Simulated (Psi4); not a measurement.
**quartet GaHClO: levels of theory compared**

Aim: a comparison of 5 runs (UHF/STO-3G, UB3LYP/6-31G*, UDSD-PBEP86/def2-SVPD, UHSE06/def2-SVPD, UTPSSh/def2-SVPD) of quartet GaHClO. 

The calculation is run with Psi4 1.11.

## Step 1: The molecule

The species is GaHClO (4 atoms), meant as a quartet with charge 0. SMILES of the parent species: `[O][GaH][Cl]`. The coordinates come from a PBE0-D4/def2-TZVP relaxation. That shape belongs to the parent species and isn't relaxed for this state.

Bond lengths: O1–Ga2 1.796 Å, Ga2–Cl3 2.128 Å, Ga2–H4 1.543 Å. Angles: O1–Ga2–Cl3 112.7°, O1–Ga2–H4 122.7°, Cl3–Ga2–H4 124.6°.

## Step 2: The energy at UHF/STO-3G (run 1)

clgaho.xyz

```xyz
4
ClGaHO
O     -1.739800    -0.117700    -0.212200
Ga     0.030900     0.144300    -0.061200
Cl     1.050700    -1.557300     0.708800
H      0.713700     1.470500    -0.455700
```

job.py

```python
import psi4

psi4.set_memory(2200000000)
psi4.set_num_threads(1)
psi4.core.set_output_file('output.dat', False)

with open('clgaho.xyz') as f:
    atoms = ''.join(f.readlines()[2:])
mol = psi4.geometry('0 4\n' + atoms + 'symmetry c1\nno_reorient\nno_com')

psi4.set_options({
    'basis': 'STO-3G',
    'reference': 'uhf',
    'puream': True,
    'e_convergence': 1e-09,
    'd_convergence': 1e-08,
    'scf_type': 'pk',
    'maxiter': 100,
})

e_tot, wfn = psi4.energy("hf", molecule=mol, return_wfn=True)
psi4.oeprop(wfn, "WIBERG_LOWDIN_INDICES", "QUADRUPOLE", "MAYER_INDICES")
print(f'hf energy: {e_tot:.10f} Eh')
for k, v in sorted(psi4.core.scalar_variables().items()):
    print(f'{k:45s} {v:18.10f}')
```

Started as:

```
$ python job.py
```

output.dat:

```text
[...]
  Running in c1 symmetry.
[...]
  Nuclear repulsion =  240.936454910321658
[...]
  Multiplicity = 4
[...]
  Nalpha       = 30
  Nbeta        = 27
[...]
    Number of basis functions: 33
[...]
   @UHF iter   1: -2429.27475223570764   -2.89780e+00   2.18604e-02 DIIS/ADIIS
[...]
   @UHF iter  46: -2429.81063376905922    2.27374e-12   8.37416e-09 DIIS
[...]
   @S^2 Observed:                3.780491176E+00
[...]
    Orbital Energies [Eh]
    ---------------------
    Alpha Occupied:
       1A   -374.745329     2A   -103.613978     3A    -46.818046
       4A    -42.041268     5A    -42.038863     6A    -42.030563
       7A    -20.606418     8A    -10.304680     9A     -7.747286
      10A     -7.744198    11A     -7.743165    12A     -5.877964
      13A     -4.032446    14A     -4.022172    15A     -4.014168
      16A     -1.530942    17A     -0.964306    18A     -0.771664
      19A     -0.768894    20A     -0.726863    21A     -0.510269
      22A     -0.447222    23A     -0.444024    24A     -0.429451
      25A     -0.420598    26A     -0.389915    27A     -0.381746
      28A     -0.372182    29A     -0.348896    30A     -0.148719
    Alpha Virtual:
[...]
  @UHF Final Energy: -2429.81063376905922
   => Energetics <=
    Nuclear Repulsion Energy =            240.9364549103216575
    One-Electron Energy =               -3880.0217017851009587
    Two-Electron Energy =                1209.2746131057201637
    Total Energy =                      -2429.8106337690592227
  UHF NO Occupations:
  HONO-2 :   28  A 1.0000000
  HONO-1 :   29  A 1.0000000
[...]
 Multipole Moments:
 ------------------------------------------------------------------------------------
     Multipole            Electronic (a.u.)      Nuclear  (a.u.)        Total (a.u.)
 ------------------------------------------------------------------------------------
 L = 1.  Multiply by 2.5417464519 to convert [e a0] to [Debye]
 Dipole X            :        -12.2871205           10.6110012           -1.6761193
 Dipole Y            :         41.2155417          -40.5760104            0.6395313
 Dipole Z            :        -15.5879974           15.1161083           -0.4718892
 Magnitude           :                                                    1.8550083
 L = 2.  Multiply by 1.3450342976 to convert [e a0^2] to [Debye ang]
 Quadrupole XX       :       -178.3214314          155.4188031          -22.9026283
 Quadrupole XY       :         91.3068920          -89.2424113            2.0644808
[...]
```

Standard output:

```text
hf energy: -2429.8106337691 Eh
CURRENT ENERGY                                  -2429.8106337691
CURRENT REFERENCE ENERGY                        -2429.8106337691
DD SOLVATION ENERGY                                 0.0000000000
HF KINETIC ENERGY                                2416.5828178719
HF POTENTIAL ENERGY                             -4846.3934516410
HF TOTAL ENERGY                                 -2429.8106337691
HF VIRIAL RATIO                                     2.0054737689
NUCLEAR REPULSION ENERGY                          240.9364549103
ONE-ELECTRON ENERGY                             -3880.0217017851
PCM POLARIZATION ENERGY                             0.0000000000
PE ENERGY                                           0.0000000000
SCF ITERATION ENERGY                            -2429.8106337691
SCF ITERATIONS                                     46.0000000000
SCF TOTAL ENERGY                                -2429.8106337691
TWO-ELECTRON ENERGY                              1209.2746131057
```

It took 2.4 s on 1 thread of AMD EPYC 7R43 (Zen 3), shared host; peak memory 0.19 GiB.

## Step 3: A single-point energy at UB3LYP/6-31G(d) (spherical functions) (run 2)

clgaho.xyz is that of step 2.

job.py

```python
import psi4

psi4.set_memory('2200 MB')
psi4.set_num_threads(1)
psi4.core.set_output_file('run.log', False)

with open('clgaho.xyz') as f:
    atoms = ''.join(f.readlines()[2:])
m = psi4.geometry('0 4\n' + atoms + 'symmetry c1')

psi4.set_options({
    'basis': '6-31G*',
    'reference': 'uks',
    'puream': True,
    'e_convergence': 1e-09,
    'd_convergence': 1e-08,
    'scf_type': 'pk',
    'dft_radial_points': 99,
    'dft_spherical_points': 590,
    'maxiter': 100,
})

e_tot, wfn = psi4.energy("b3lyp", return_wfn=True)
psi4.oeprop(wfn, "WIBERG_LOWDIN_INDICES", "MAYER_INDICES", "LOWDIN_CHARGES", title="B3LYP")
print('E =', round(e_tot, 9))
```

Started as:

```
$ python job.py
```

run.log:

```text
[...]
  Running in c1 symmetry.
[...]
  Nuclear repulsion =  240.936454910321658
[...]
  Multiplicity = 4
[...]
  Nalpha       = 30
  Nbeta        = 27
[...]
    Number of basis functions: 66
[...]
   @UKS iter   1: -2457.68157435819603   -6.39469e-01   4.71996e-02 ADIIS/DIIS
[...]
   @UKS iter  38: -2460.41642941587315   -5.00222e-12   7.93274e-09 DIIS
[...]
   @S^2 Observed:                3.759063588E+00
[...]
    Orbital Energies [Eh]
    ---------------------
    Alpha Occupied:
       1A   -372.599642     2A   -101.542498     3A    -45.994589
       4A    -40.749771     5A    -40.749064     6A    -40.748758
       7A    -19.349360     8A     -9.474827     9A     -7.236796
      10A     -7.230278    11A     -7.228468    12A     -5.566368
      13A     -3.849999    14A     -3.848341    15A     -3.846097
      16A     -1.107640    17A     -0.896991    18A     -0.886286
      19A     -0.880689    20A     -0.877886    21A     -0.875987
      22A     -0.820944    23A     -0.533773    24A     -0.523303
      25A     -0.500464    26A     -0.442891    27A     -0.388048
      28A     -0.352145    29A     -0.341934    30A     -0.124929
    Alpha Virtual:
[...]
  @UKS Final Energy: -2460.41642941587315
   => Energetics <=
    Nuclear Repulsion Energy =            240.9364549103216575
    One-Electron Energy =               -3901.3010183489227529
    Two-Electron Energy =                1290.2499316380215078
    DFT Exchange-Correlation Energy =     -90.3017976152937081
    Empirical Dispersion Energy =           0.0000000000000000
    VV10 Nonlocal Energy =                  0.0000000000000000
    Total Energy =                      -2460.4164294158731536
[...]
 Multipole Moments:
 ------------------------------------------------------------------------------------
     Multipole            Electronic (a.u.)      Nuclear  (a.u.)        Total (a.u.)
 ------------------------------------------------------------------------------------
 L = 1.  Multiply by 2.5417464519 to convert [e a0] to [Debye]
 Dipole X            :         -0.5209976            0.1307370           -0.3902606
 Dipole Y            :          0.9010799           -0.5616012            0.3394786
 Dipole Z            :         -0.4071447            0.2243643           -0.1827804
 Magnitude           :                                                    0.5485962
[...]
```

The script printed:

```text
E = -2460.416429416
```

Run time: 32 s. Hardware: 1 thread of AMD EPYC 7R43 (Zen 3), shared host; peak memory 0.58 GiB.

Run 3 isn't shown in full; the table further down has it.

## Step 4: Energy and gradient at UHSE06/def2-SVPD (run 4)

clgaho.json

```json
{
 "schema_name": "qcschema_input",
 "schema_version": 1,
 "molecule": {
  "schema_name": "qcschema_molecule",
  "schema_version": 2,
  "symbols": ["O", "Ga", "Cl", "H"],
  "geometry": [-3.28774551, -0.22242076, -0.40099988, 0.05839254, 0.27268748, -0.11565124, 1.98553524, -2.94287049, 1.33943788, 1.34869754, 2.77884227, -0.86114819],
  "molecular_charge": 0,
  "molecular_multiplicity": 4,
  "fix_symmetry": "c1"
 },
 "driver": "gradient",
 "model": {
  "method": "hse06",
  "basis": "def2-SVPD"
 },
 "keywords": {
  "reference": "uks",
  "puream": true,
  "e_convergence": 1e-09,
  "d_convergence": 1e-08,
  "scf_type": "pk",
  "dft_radial_points": 99,
  "dft_spherical_points": 590,
  "maxiter": 100,
  "scf_properties": ["DIPOLE", "MULLIKEN_CHARGES", "MAYER_INDICES"]
 }
}
```

Started as:

```
$ psi4 --qcschema clgaho.json -n 1 --memory 2200MB
```

stdout:

```text
[...]
  Running in c1 symmetry.
[...]
  Nuclear repulsion =  240.936455086215517
[...]
  Multiplicity = 4
[...]
  Nalpha       = 30
  Nbeta        = 27
[...]
    Number of basis functions: 96
[...]
   @UKS iter   1: -2457.00595125219525   -5.97207e-01   2.88985e-02 ADIIS/DIIS
[...]
   @UKS iter  28: -2459.75794440766640   -3.72893e-10   9.77451e-09 DIIS
[...]
   @S^2 Observed:                3.762011770E+00
[...]
  @UKS Final Energy: -2459.75794440766640
   => Energetics <=
    Nuclear Repulsion Energy =            240.9364550862155170
    One-Electron Energy =               -3901.5091146708828092
    Two-Electron Energy =                1285.9995861437441818
    DFT Exchange-Correlation Energy =     -85.1848709667427073
    Empirical Dispersion Energy =           0.0000000000000000
    VV10 Nonlocal Energy =                  0.0000000000000000
    Total Energy =                      -2459.7579444076659456
[...]
 Multipole Moments:
 ------------------------------------------------------------------------------------
     Multipole            Electronic (a.u.)      Nuclear  (a.u.)        Total (a.u.)
 ------------------------------------------------------------------------------------
 L = 1.  Multiply by 2.5417464519 to convert [e a0] to [Debye]
 Dipole X            :         -0.5348457            0.1307370           -0.4041087
 Dipole Y            :          0.9153962           -0.5616012            0.3537950
 Dipole Z            :         -0.4143094            0.2243643           -0.1899451
 Magnitude           :                                                    0.5696963
[...]
  Mulliken Charges: (a.u.)
   Center  Symbol    Alpha    Beta     Spin     Total
       1     O     4.85604  3.29547  1.56058 -0.15151
       2    GA    15.72984 14.76326  0.96657  0.50690
       3    CL     8.83251  8.63513  0.19738 -0.46764
       4     H     0.58161  0.30614  0.27547  0.11224
   Total alpha = 30.00000, Total beta = 27.00000, Total charge =  0.00000
  Mayer Bond Indices:
  Total Bond Index:
  Irrep: 1 Size: 4 x 4
[...]
  -Total Gradient:
     Atom            X                  Y                   Z
    ------   -----------------  -----------------  -----------------
       1        0.052694697785     0.001985712063     0.006716065330
       2       -0.044383809173    -0.005570069296    -0.004406188568
       3       -0.009070940749     0.010701206396    -0.005147275753
       4        0.000700279944    -0.007131502919     0.002834183303
[...]
```

The result, in JSON:

```text
{
 "driver": "gradient",
 "model": {
  "method": "hse06",
  "basis": "def2-SVPD"
 },
 "success": true,
 "return_result": [0.05269469778525136, 0.001985712063012332, 0.006716065329679662, -0.04438380917270806, -0.005570069296279789, -0.004406188568445182, -0.009070940749239434, 0.01070120639574712, -0.005147275753088931, 0.000700279944059759, -0.007131502919383803, 0.0028341833030963645],
 "properties": {
  "calcinfo_nbasis": 96,
  "calcinfo_nmo": 96,
  "calcinfo_nalpha": 30,
  "calcinfo_nbeta": 27,
  "calcinfo_natom": 4,
  "nuclear_repulsion_energy": 240.93645508621552,
  "return_energy": -2459.7579444076664,
  "return_gradient": [0.05269469778525136, 0.001985712063012332, 0.006716065329679662, -0.04438380917270806, -0.005570069296279789, -0.004406188568445182, -0.009070940749239434, 0.01070120639574712, -0.005147275753088931, 0.000700279944059759, -0.007131502919383803, 0.0028341833030963645],
  "scf_one_electron_energy": -3901.509114670883,
  "scf_two_electron_energy": 1285.9995861437442,
  "scf_xc_energy": -85.18487096674271,
  "scf_dipole_moment": [-0.4041086558623459, 0.3537949725541992, -0.1899450729516019],
  "scf_total_energy": -2459.7579444076664,
  "scf_total_gradient": [0.05269469778525136, 0.001985712063012332, 0.006716065329679662, -0.04438380917270806, -0.005570069296279789, -0.004406188568445182, -0.009070940749239434, 0.01070120639574712, -0.005147275753088931, 0.000700279944059759, -0.007131502919383803, 0.0028341833030963645],
  "scf_iterations": 28
 }
}
```

Run time: 88 s. Hardware: 1 thread of AMD EPYC 7R43 (Zen 3), shared host; peak memory 0.98 GiB.

## Step 5: The energy at UTPSSh/def2-SVPD (run 5)

Changes to clgaho.json since step 4:

```diff
@@ -12,5 +12,5 @@
  },
- "driver": "gradient",
+ "driver": "energy",
  "model": {
-  "method": "hse06",
+  "method": "tpssh",
   "basis": "def2-SVPD"
@@ -25,4 +25,3 @@
   "dft_spherical_points": 590,
-  "maxiter": 100,
-  "scf_properties": ["DIPOLE", "MULLIKEN_CHARGES", "MAYER_INDICES"]
+  "maxiter": 100
  }
```

Started as:

```
$ psi4 --qcschema clgaho.json -n 1 --memory 2200MB
```

stdout:

```text
[...]
  Running in c1 symmetry.
[...]
  Nuclear repulsion =  240.936455086215517
[...]
  Multiplicity = 4
[...]
  Nalpha       = 30
  Nbeta        = 27
[...]
    Number of basis functions: 96
[...]
   @UKS iter   1: -2457.37614063212004   -3.60106e-01   2.94068e-02 ADIIS/DIIS
[...]
   @UKS iter  35: -2460.22442121508129   -3.63798e-12   9.19497e-09 DIIS
[...]
   @S^2 Observed:                3.760338399E+00
[...]
    Orbital Energies [Eh]
    ---------------------
    Alpha Occupied:
       1A   -372.306717     2A   -101.384394     3A    -45.764785
       4A    -40.500959     5A    -40.500408     6A    -40.500011
       7A    -19.249211     8A     -9.407543     9A     -7.162059
      10A     -7.154359    11A     -7.154156    12A     -5.482163
      13A     -3.764009    14A     -3.762441    15A     -3.760589
      16A     -1.055586    17A     -0.852190    18A     -0.832990
      19A     -0.827487    20A     -0.824665    21A     -0.822187
      22A     -0.792836    23A     -0.507943    24A     -0.495218
      25A     -0.462221    26A     -0.426708    27A     -0.379494
      28A     -0.341246    29A     -0.334950    30A     -0.122233
    Alpha Virtual:
[...]
  @UKS Final Energy: -2460.22442121508129
   => Energetics <=
    Nuclear Repulsion Energy =            240.9364550862155170
    One-Electron Energy =               -3901.1944334495656221
    Two-Electron Energy =                1301.2064054188494993
    DFT Exchange-Correlation Energy =    -101.1728482705805874
    Empirical Dispersion Energy =           0.0000000000000000
    VV10 Nonlocal Energy =                  0.0000000000000000
    Total Energy =                      -2460.2244212150812928
[...]
 Multipole Moments:
 ------------------------------------------------------------------------------------
     Multipole            Electronic (a.u.)      Nuclear  (a.u.)        Total (a.u.)
 ------------------------------------------------------------------------------------
 L = 1.  Multiply by 2.5417464519 to convert [e a0] to [Debye]
 Dipole X            :         -0.4727941            0.1307370           -0.3420571
 Dipole Y            :          0.8517085           -0.5616012            0.2901072
 Dipole Z            :         -0.3820362            0.2243643           -0.1576719
 Magnitude           :                                                    0.4754216
[...]
```

The result, in JSON:

```text
{
 "driver": "energy",
 "model": {
  "method": "tpssh",
  "basis": "def2-SVPD"
 },
 "success": true,
 "return_result": -2460.2244212150813,
 "properties": {
  "calcinfo_nbasis": 96,
  "calcinfo_nmo": 96,
  "calcinfo_nalpha": 30,
  "calcinfo_nbeta": 27,
  "calcinfo_natom": 4,
  "nuclear_repulsion_energy": 240.93645508621552,
  "return_energy": -2460.2244212150813,
  "scf_one_electron_energy": -3901.1944334495656,
  "scf_two_electron_energy": 1301.2064054188495,
  "scf_xc_energy": -101.17284827058059,
  "scf_dipole_moment": [-0.34205708126112255, 0.29010720996761974, -0.15767192778211014],
  "scf_total_energy": -2460.2244212150813,
  "scf_iterations": 35
 }
}
```

Run time: 2.1 min. Hardware: 1 thread of AMD EPYC 7R43 (Zen 3), shared host; peak memory 1 GiB.

## Step 6: All runs side by side

```
run                                                    level         integration grid  frozen core orbitals   energy (Eh)  dipole moment (D)  HOMO energy (eV)   ⟨S²⟩  wall time
  1                                               UHF/STO-3G                        –                     0  -2429.810634               4.71             -4.05  3.780      2.4 s
  2                      UB3LYP/6-31G* (spherical functions)  99 radial × 590 angular                     0  -2460.416429               1.39             -3.40  3.759       32 s
  3  UDSD-PBEP86/def2-SVPD (density fitting for correlation)  99 radial × 590 angular                    15  -2458.921431                  –             -4.90  3.772       30 s
  4                                         UHSE06/def2-SVPD  99 radial × 590 angular                     0  -2459.757944               1.45             -3.41  3.762       88 s
  5                                         UTPSSh/def2-SVPD  99 radial × 590 angular                     0  -2460.224421               1.21             -3.33  3.760    2.1 min
```

## Step 7: Summary of results

| quantity | value |
| --- | --- |
| run 5: total energy | -2460.22442 Eh |
| run 5: dipole moment | 1.21 D |
| run 5: HOMO energy (highest over α and β) | -3.33 eV |
| run 5: ⟨S²⟩ | 3.760 |

**Reading.** Over runs 1, 2, 4, 5 the dipole moment (its size) runs from 1.21 D (UTPSSh/def2-SVPD) to 4.71 D (UHF/STO-3G). The two ends differ in method and basis. Totals of different functionals can't be ranked against each other. In run 1 the basis is minimal, so the values are rough. All runs together took 4.6 min, the longest 2.1 min.
